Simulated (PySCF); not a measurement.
# RbI⁻: the SCF solver's settings

Do solver options change the result for RbI⁻, or only the number of cycles?

Computed with PySCF 2.14.0. Level: method and basis as typed in the scripts.

2 further runs of the same task are left out: 2 for a known fault of the program.

## (1) Starting geometry

RbI⁻: 2 atoms, charge -1, spin multiplicity 2.

Bond lengths: Rb1–I2 3.388 Å.

## (2) The run that the others are compared with

Contents of input.py:

```python
from pyscf import gto, scf, mp

mol = gto.M(
    atom='Rb 0 0 0; I 0 0 3.388',
    basis='def2-svp',
    ecp={'Rb': 'def2-svp', 'I': 'def2-svp'},
    charge=-1,
    spin=1,
    verbose=3,
)
mf = scf.UHF(mol)
mf.kernel()
mp.MP2(mf).kernel()
mf.dip_moment()
print('orbital energies (hartree):', [e[max(0, n-3):n+3].round(4) for e, n in zip(mf.mo_energy, mol.nelec)])
```

Launch:

```console
$ OMP_NUM_THREADS=1 python input.py
```

The log of this run is left out.

Base result: E(SCF) = -320.569131 Eh, E(MP2) − E(SCF) = -0.18795 Eh, ⟨S²⟩ = 0.750.

The bond length is a typed value, not an optimised one. The dipole of an ion depends on the origin.

## (3) Smearing width 0.05 hartree

Edit 1 changes smearing width: none → 0.05 hartree; step after the SCF: mp2 → none.

Contents of input.py:

```python
from pyscf import gto, scf

mol = gto.M(
    atom='Rb 0 0 0; I 0 0 3.388',
    basis='def2-svp',
    ecp={'Rb': 'def2-svp', 'I': 'def2-svp'},
    charge=-1,
    spin=1,
    verbose=3,
)
mf = scf.UHF(mol)
mf = scf.addons.smearing_(mf, sigma=0.05, method='fermi')
mf.kernel()
mf.dip_moment()
print('orbital energies (hartree):', [e[max(0, n-3):n+3].round(4) for e, n in zip(mf.mo_energy, mol.nelec)])
```

Launch:

```console
$ OMP_NUM_THREADS=1 python input.py
```

## (4) Damping 0.8

Edit 2 changes damping: none → 0.8.

input.py, as its differences from that of step 2:

```diff
@@ -11,2 +11,4 @@
 mf = scf.UHF(mol)
+mf.damp = 0.8
+mf.diis_start_cycle = 8
 mf.kernel()
```

## (5) Convergence threshold 1e-16 hartree

Edit 3 changes convergence threshold: default → 1e-16 hartree.

input.py, as its differences from that of step 2:

```diff
@@ -11,2 +11,3 @@
 mf = scf.UHF(mol)
+mf.conv_tol = 1e-16
 mf.kernel()
```

**Question.** What will these runs give? Wanted: for each run, E(SCF); from base; after the SCF.

The runs gave:

```
                                run  E(SCF) (hartree)  from base (eV)              after the SCF
                               base       -320.569131               0  MP2 correlation -5.114 eV
        smearing width 0.05 hartree       -320.432015  not comparable                        n/a
                        damping 0.8       -320.569131          0.0000  MP2 correlation -5.114 eV
convergence threshold 1e-16 hartree       -320.569131          0.0000  MP2 correlation -5.114 eV
```

**Reading.** The SCF energy stays the same, to the digits that matter, with damping 0.8 or convergence threshold 1e-16 hartree.
